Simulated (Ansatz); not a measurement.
# C2H5BSi: the cost of one run

Program: Ansatz 0.2.0. Level of theory: RKS r2SCAN/STO-3G. These are calculated values, not measurements.

**1. Starting point**

Bond lengths: B1–C2 1.503 Å, C2–Si3 1.781 Å, Si3–C4 1.755 Å, B1–H5 1.175 Å, B1–H6 1.180 Å, C2–H7 1.089 Å, C4–H8 1.081 Å, C4–H9 1.081 Å. Angles: B1–C2–Si3 124.3°, B1–C2–H7 120.4°, Si3–C2–H7 115.3°, C2–B1–H5 120.0°, C2–B1–H6 120.6°, H5–B1–H6 119.4°, C2–Si3–C4 175.7°, Si3–C4–H8 120.4°, Si3–C4–H9 120.1°, H8–C4–H9 114.8°.

Structure file:

```xyz
9

B    -0.2629    1.8171   -1.0168
C     0.3544    0.4471   -1.0253
Si    0.1835   -0.7378    0.2932
C    -0.1130   -1.9178    1.5585
H    -0.1179    2.5326   -1.9378
H    -0.8900    2.1882   -0.0880
H     0.9213    0.1024   -1.8893
H    -0.5604   -1.6147    2.4942
H     0.4851   -2.8172    1.6114
```

**2. Relaxing the start**

The input, input.yaml:

```yaml
crystal:
  periodic: [false, false, false]
  atoms:
    - { symbol: B, position_ang: [-0.26294, 1.81712, -1.01678] }
    - { symbol: C, position_ang: [0.35441, 0.44715, -1.02532] }
    - { symbol: Si, position_ang: [0.18348, -0.73782, 0.29323] }
    - { symbol: C, position_ang: [-0.11296, -1.91781, 1.55848] }
    - { symbol: H, position_ang: [-0.11793, 2.53259, -1.93782] }
    - { symbol: H, position_ang: [-0.89004, 2.18816, -0.08801] }
    - { symbol: H, position_ang: [0.92127, 0.10245, -1.88933] }
    - { symbol: H, position_ang: [-0.56044, -1.61466, 2.49418] }
    - { symbol: H, position_ang: [0.48514, -2.81719, 1.61137] }
basis:
  gaussian: { orbitals: STO-3G }
hamiltonian:
  xc: r2scan
relax:
  f_tol: 0.02
  max_steps: 40
output:
  orbitals: {}
```

The run is started by

```
ansatz run input.yaml --threads 1 --pin off --max-ram 2048MiB --backend cpu --events-out ev --progress --plain --runs-dir out
```

What time and memory should one allow on 1 thread of Arm Neoverse V2, shared host?

About 42 s, with a peak of 0.13 GiB.
